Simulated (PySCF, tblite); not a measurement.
# C5H13N3OSi: geometry, infrared bands and NMR shifts

Wanted: the infrared bands and NMR shifts of C5H13N3OSi (`CC(=O)N[C@H]1CC[Si]1(N)N`), by calculation.

The runs use tblite 0.8.0 and PySCF 2.14.0, with density-fitted response routines of our own; the level of theory stands in each step. All values are computed, except where a source is named. Atoms are numbered from 0 throughout.

## Step 1: Starting geometry

23 atoms, charge 0, multiplicity 1; geometry from: force field or distance geometry start.

Bonds of the start (Å): C0–C1 1.51, C1–O2 1.21, C1–N3 1.38, N3–C4 1.50, C4–C5 1.57, C5–C6 1.56, C6–Si7 1.84, Si7–N8 1.66, Si7–N9 1.68, Si7–C4 1.88, C0–H10 1.09, C0–H11 1.09, C0–H12 1.08, N3–H13 1.02, C4–H14 1.10, C5–H15 1.09, C5–H16 1.10, C6–H17 1.10, C6–H18 1.10, N8–H19 1.02, N8–H20 1.01, N9–H21 1.02, N9–H22 1.02.

## Step 2: Geometry optimisation with GFN2-xTB

Job settings and geometry (Å):

```
{"job": {"kind": "relax", "xc": "GFN2-xTB", "basis": "xTB"}, "charge": 0, "multiplicity": 1}
C      2.615100     1.851300    -1.148000
C      1.240100     1.220300    -1.187300
O      0.269100     1.779100    -1.635300
N      1.205200    -0.029300    -0.606600
C     -0.029900    -0.871600    -0.560000
C      0.086400    -2.105000     0.402800
C     -0.540100    -1.402400     1.652600
Si    -1.448000    -0.274500     0.514000
N     -1.547500     1.339800     0.887200
N     -3.026200    -0.652500     0.094400
H      2.665500     2.617200    -1.927700
H      2.762300     2.313000    -0.167600
H      3.382100     1.111300    -1.318400
H      2.075100    -0.409800    -0.224600
H     -0.322000    -1.145000    -1.582700
H     -0.483800    -2.979200     0.073100
H      1.115300    -2.464200     0.573700
H     -1.137300    -2.073000     2.290600
H      0.196100    -0.893400     2.291700
H     -1.422000     1.870700     0.022200
H     -0.751500     1.622800     1.449700
H     -3.284100    -0.101000    -0.725200
H     -3.624500    -0.297500     0.841500
```

Started as:

```
$ OMP_NUM_THREADS=1 python probes_run.py task.json out
```

One launch serves the whole session: the jobs run in the order shown.

**Question.** This job is followed by: GFN2-xTB harmonic vibrations, gas phase; GIAO PBE0/pcSseg-1 NMR shielding, non-relativistic, gas phase. What will the session give for the following? strongest single infrared mode (GFN2-xTB); zero-point energy (GFN2-xTB); ¹³C shifts against TMS (PBE0/pcSseg-1); ¹H shifts against TMS (PBE0/pcSseg-1, means over atoms taken as alike); ¹⁷O shifts against H2O (PBE0/pcSseg-1); ¹⁵N shifts against NH3 (PBE0/pcSseg-1); ²⁹Si shifts against TMS (PBE0/pcSseg-1).

**Answer**, as computed:

| quantity | value |
| --- | --- |
| strongest single infrared mode (GFN2-xTB) | 1700 cm⁻¹, 431 km/mol |
| zero-point energy (GFN2-xTB) | 117.2 kcal/mol |
| ¹³C shifts against TMS (PBE0/pcSseg-1) | 170.9, 51.0, 26.9, 23.8, 20.5 ppm |
| ¹H shifts against TMS (PBE0/pcSseg-1, means over atoms taken as alike) | 5.01, 3.30, 2.37, 1.84, 1.45, 1.15, 1.08, 0.91, 0.73 ppm |
| ¹⁷O shifts against H2O (PBE0/pcSseg-1) | 397.5 ppm |
| ¹⁵N shifts against NH3 (PBE0/pcSseg-1) | 148.2, 40.7, 27.6 ppm |
| ²⁹Si shifts against TMS (PBE0/pcSseg-1) | -15.9 ppm |

In words: Over 172 steps the energy fell by 1.014 eV; of the close pairs, C6–Si7 changed most, 1.842 to 1.919 Å. All 63 modes are real, so the xTB geometry is a minimum. The strongest single mode, at 1700 cm⁻¹, moves mainly C1. GFN2-xTB is a fitted tight-binding method: band positions and strengths are rough. Its intensities can rank the bands wrongly. C1 (amide carbonyl carbon) lies farthest downfield among carbon, at 170.9 ppm; it is a carbonyl in resonance with an O or N lone pair, the region of acids, esters and amides. At PBE0/pcSseg-1: The largest span, 686 ppm, is at O2, where the paramagnetic term is -470 ppm.
